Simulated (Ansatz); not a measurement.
# SiCl2OF (SMILES [O][Si](F)(Cl)Cl): UB3LYP/6-31G(d) (spherical functions)

What is the electronic atomisation energy of SiCl2OF at UB3LYP/6-31G* (spherical functions)? 

Program for the calculation: Ansatz 0.2.0.

73 further runs of the same task are left out: 9 that didn't finish, 64 set aside as unsound or not needed.

## Step 1: The system as given

SiCl2OF: 5 atoms, total charge 0, spin state doublet. SMILES: `[O][Si](F)(Cl)Cl`. Geometry: relaxed at PBE0-D4/def2-TZVP.

Bond lengths: O1–Si2 1.643 Å, Si2–F3 1.574 Å, Si2–Cl4 2.012 Å, Si2–Cl5 2.011 Å. Angles: O1–Si2–F3 113.3°, O1–Si2–Cl4 105.6°, O1–Si2–Cl5 107.2°, F3–Si2–Cl4 108.3°, F3–Si2–Cl5 107.9°, Cl4–Si2–Cl5 114.8°.

## Step 2: The energy at UB3LYP/6-31G(d) (spherical functions)

Contents of run.yaml:

```yaml
crystal:
  periodic: [false, false, false]
  atoms:
    - {symbol: O, position_ang: [1.205200, -1.120900, 0.351000]}
    - {symbol: Si, position_ang: [0.002000, -0.037300, 0.071900]}
    - {symbol: F, position_ang: [-0.944500, 0.175500, 1.311100]}
    - {symbol: Cl, position_ang: [-1.088600, -0.815800, -1.428500]}
    - {symbol: Cl, position_ang: [0.875700, 1.725000, -0.347000]}
basis:
  gaussian: {orbitals: 6-31G_st_-spherical.json}
magnetization: {spin_polarized: true, initial_magnetization: 1}
hamiltonian: {xc: {name: B3LYP}}
accuracy: high
output: {orbitals: {seedname: orbitals}}
```

The basis set 6-31G* is read from a file made from the Basis Set Exchange's data (not shown).

Started as:

```sh
$ ansatz run run.yaml --threads 1 --pin off --max-ram 3480MiB --events-out events.jsonl --progress --plain --runs-dir runs
```

Standard output:

```text
Warning: RAYON_NUM_THREADS=1 ignored (pool sized by the plan → 1); use --threads N
Functional definition: B3LYP
  name "B3LYP"
  parameter a0 = 0.2
  parameter ax = 0.72
  parameter ac = 0.81
  exchange = (1 - a0 - ax)*slater_x + ax*b88_x + a0*exact_x
  correlation = (1 - ac)*vwn_rpa_c + ac*lyp_c
1679 factors; integrals over basis functions are off by at most 3.7e-9 eV
mean field evaluation 1: about -37676.3162 eV, gradient 5.0e1 eV
mean field evaluation 2: about -37534.0748 eV, gradient 1.4e2 eV
mean field evaluation 4: about -37687.4849 eV, gradient 2.1e1 eV
mean field evaluation 8: about -37689.1431 eV, gradient 4.6e-1 eV
mean field evaluation 16: about -37689.2811 eV, gradient 9.6e-3 eV
mean field evaluation 32: about -37689.2811 eV, gradient 2.3e-5 eV
mean field -37689.28114464 eV, -1385.0555353532 hartree, gradient 9.3e-8 eV, S^2 0.752957; 2 other end points of the search recorded, 0 dependent functions left out
reference -37689.28118188 eV, -1385.0555367216 hartree; 33, 32 occupied and 49, 50 virtual orbitals, 1679 factors
Total energy: -37689.28118188 eV, -1385.0555367216 hartree
```

It took 28 s on 1 thread of Arm Neoverse V2, shared host; peak memory 0.45 GiB.

## Step 3: The Cl atom

Contents of molecule.yaml:

```yaml
crystal:
  periodic: [false, false, false]
  atoms:
    - {symbol: Cl, position_ang: [0.000000, 0.000000, 0.000000]}
basis:
  gaussian:
    orbitals: 6-31G_st_-spherical.json
magnetization:
  spin_polarized: true
  initial_magnetization: 1
hamiltonian:
  xc: {name: B3LYP}
accuracy: high
```

The basis set 6-31G* is read from a file made from the Basis Set Exchange's data (not shown).

Run the same way, it converges to -460.13279 Eh (log not shown).

## Step 4: The F atom, same level

Contents of in.yaml:

```yaml
crystal:
  periodic: [false, false, false]
  atoms:
    - {symbol: F, position_ang: [0.000000, 0.000000, 0.000000]}
basis:
  gaussian: {orbitals: 6-31G_st_-spherical.json}
magnetization: {spin_polarized: true, initial_magnetization: 1}
hamiltonian: {xc: {name: B3LYP}}
accuracy: high
```

The basis set 6-31G* is read from a file made from the Basis Set Exchange's data (not shown).

Run the same way, it converges to -99.71458 Eh (log not shown).

## Step 5: The O atom

Contents of in.yaml:

```yaml
crystal:
  periodic: [false, false, false]
  atoms:
    - {symbol: O, position_ang: [0.000000, 0.000000, 0.000000]}
basis:
  gaussian:
    orbitals: 6-31G_st_-spherical.json
magnetization:
  spin_polarized: true
  initial_magnetization: 2
hamiltonian:
  xc: {name: B3LYP}
accuracy: high
```

The basis set 6-31G* is read from a file made from the Basis Set Exchange's data (not shown).

Run the same way, it converges to -75.05940 Eh (log not shown).

## Step 6: The Si atom at the same level

Contents of molecule.yaml:

```yaml
crystal:
  periodic: [false, false, false]
  atoms:
    - symbol: Si
      position_ang: [0.000000, 0.000000, 0.000000]
basis:
  gaussian:
    orbitals: 6-31G_st_-spherical.json
magnetization:
  spin_polarized: true
  initial_magnetization: 2
hamiltonian:
  xc: {name: B3LYP}
accuracy: high
```

The basis set 6-31G* is read from a file made from the Basis Set Exchange's data (not shown).

Run the same way, it converges to -289.36979 Eh (log not shown).

## Step 7: Summary of results

Level: UB3LYP/6-31G* (spherical functions).

| quantity | value |
| --- | --- |
| molecule: total energy | -1385.05554 Eh |
| molecule: HOMO energy (highest over α and β) | -9.46 eV |
| molecule: LUMO energy (lowest over α and β) | -6.13 eV |
| molecule: ⟨S²⟩ | 0.753 |
| Cl atom: total energy | -460.13279 Eh |
| Cl atom: ⟨S²⟩ | 0.752 |
| F atom: total energy | -99.71458 Eh |
| F atom: ⟨S²⟩ | 0.751 |
| O atom: total energy | -75.05940 Eh |
| O atom: ⟨S²⟩ | 2.002 |
| Si atom: total energy | -289.36979 Eh |
| Si atom: ⟨S²⟩ | 2.002 |
| electronic atomisation energy | 17.584 eV |

What this shows: Taking the molecule apart into free atoms costs 17.58 eV (1697 kJ/mol), before zero-point energy and without spin-orbit coupling.
